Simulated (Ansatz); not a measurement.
## TiCuNi2 under changes of volume

One of the cells (12.060 Å³/atom); the others are scaled copies at fixed shape and fractional positions:

```
Cu Ni Ti
1.0
    -1.83678    1.83678    3.57467
     1.83678   -1.83678    3.57467
     1.83678    1.83678   -3.57467
Cu Ni Ti
1 2 1
Direct
  0.50000 0.50000 0.00000
  0.25000 0.75000 0.50000
  0.75000 0.25000 0.50000
  0.00000 0.00000 0.00000
```

The cell comes from a database or a generator and needn't be the stable form of this composition.

* Program: Ansatz 0.2.0
* Functional: PBEsol
* Potentials or basis: all-electron LAPW, scalar-relativistic
* Cutoff: 291 eV (chosen from the basis error)
* Basis error allowed: 0.001 eV/atom
* k mesh: 10 × 10 × 10
* Occupations: fermi-dirac, width 0.05 eV
* Spin: collinear spin, ferromagnetic start
* Starting moments: [0.6, 1.0, 1.0, 1.0] μB

| volume (Å³/atom) | energy over the lowest point (meV/atom) | pressure (GPa) |
| --- | --- | --- |
| 11.336 | 4.33 | 5.2 |
| 11.578 | 0.00 | 0.7 |
| 11.819 | 1.97 | -3.2 |
| 12.060 | 9.56 | -6.7 |
| 12.301 | 22.14 | -9.9 |
| 12.542 | 39.16 | -12.6 |
| 12.784 | ? | ? |

Problem. What does the run at 12.784 Å³/atom give?

Solution. Energy over the lowest point 60.15 meV/atom; pressure -15.1 GPa.

Worked out: A Birch-Murnaghan fit of order 3 (a polynomial in V^(-2/3)) to the other rows has its minimum at 11.62 Å³/atom with B0 = V·E''(V) = 197 GPa and B' = 4.6 at fixed shape and positions, which overstates the stiffness. It gives 60.25 meV/atom at 12.784 Å³/atom, against the run's 60.15, and -dE/dV = -15.2 GPa, against -15.1.

Energies are extrapolated to zero smearing.

Caveats: the starting moments weren't kept.
